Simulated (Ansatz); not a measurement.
Predict the output of the script below (Ansatz's Python interface).

Script `mnrh_jij.py`:
```python
"""Pair couplings between the moments of MnRh."""

from dataclasses import dataclass

import ansatz as az
import numpy as np


@dataclass
class Settings:
    filling: str = "Marzari-Vanderbilt"
    smearing_width: float = 0.05
    kmesh: tuple[int, ...] = (8, 8, 8)


cfg = Settings()

lattice = az.Lattice.of(
    (3.044, 0.0, 0.0),
    (0.0, 3.044, 0.0),
    (0.0, 0.0, 3.044),
)
sites = [
    ("Mn", (0.0, 0.0, 0.0)),
    ("Rh", (0.5, 0.5, 0.5)),
]
crystal = az.Crystal(lattice=lattice)
for symbol, position in sites:
    crystal = crystal.atom(symbol, position)
crystal = crystal.moments(Mn=2.8)

job = (
    crystal.calculation()
    .functional(az.Functional.LDA)
    .occupations(cfg.filling, width=cfg.smearing_width)
    .kpoints(*cfg.kmesh, center="gamma")
    .spin(az.SpinTreatment.COLLINEAR)
    .eigenstates(nscf_kmesh=(6, 6, 6))
    .exchange_couplings(magnetic=["Mn"])
)
couplings = job.run(threads=1, pin="off").exchange_couplings().to_plain()
for atom in couplings["atoms"]:
    print(atom["site"]["symbol"], atom["role"], "moment", round(atom["moment_mub"], 3), "muB")
shells = {}
for pair in couplings["pairs"]:
    key = (pair["site"], pair["partner"], round(float(np.linalg.norm(pair["displacement_ang"])), 2))
    shells.setdefault(key, []).append(1000 * pair["coupling_ev"])
print("site partner distance (A)  count  mean J (meV)")
for (i, j, d), values in sorted(shells.items(), key=lambda item: item[0][2])[:10]:
    print(f"{i:4d} {j:7d} {d:12.2f} {len(values):6d} {np.mean(values):13.3f}")
print("mean-field order:", couplings["mean_field_order"])
```

Output of `python mnrh_jij.py`:
```text
DeckWarning: basis.ecutwfc = 420 eV, auto-derived from the records' recommended cutoffs: set by Mn (normal level)
Mn magnetic moment 3.79 muB
Rh relaxed moment 0.354 muB
site partner distance (A)  count  mean J (meV)
   0       0         3.04      6        -2.096
   0       0         4.30     12         0.061
   0       0         5.27      8         5.513
   0       0         6.09      6        -2.446
   0       0         6.81     24         0.222
   0       0         7.46     24        -0.189
   0       0         8.61     12        -0.724
   0       0         9.13     30         0.682
   0       0         9.63     24         0.628
   0       0        10.10     24        -0.144
mean-field order: {'temperature_k': 291.0813848159542, 'q_frac': [0.16666666666666666, -0.5, -0.5]}
```
(Warnings from the package without file and line.)

What to keep in mind:
- The magnetic order follows from the starting moments and needn't be the lowest.
- The mesh is modest for a metal, so energies can be off by several to tens of meV an atom and pressures by half a GPa or more; differences at equal mesh fare better.
- The structure is a deposited one; some such entries were measured under pressure or heat, so a shift against it needn't be the functional's error alone.
- Couplings oscillate with the k-mesh and hold for small turns from this magnetic state; mean-field temperatures overestimate ordering, and where the couplings favour a wavevector other than zero the state started from isn't the stable order.
- Wall time of the script: 16 s on 1 thread of Arm Neoverse V1 (shared host), peak memory 0.56 GiB.
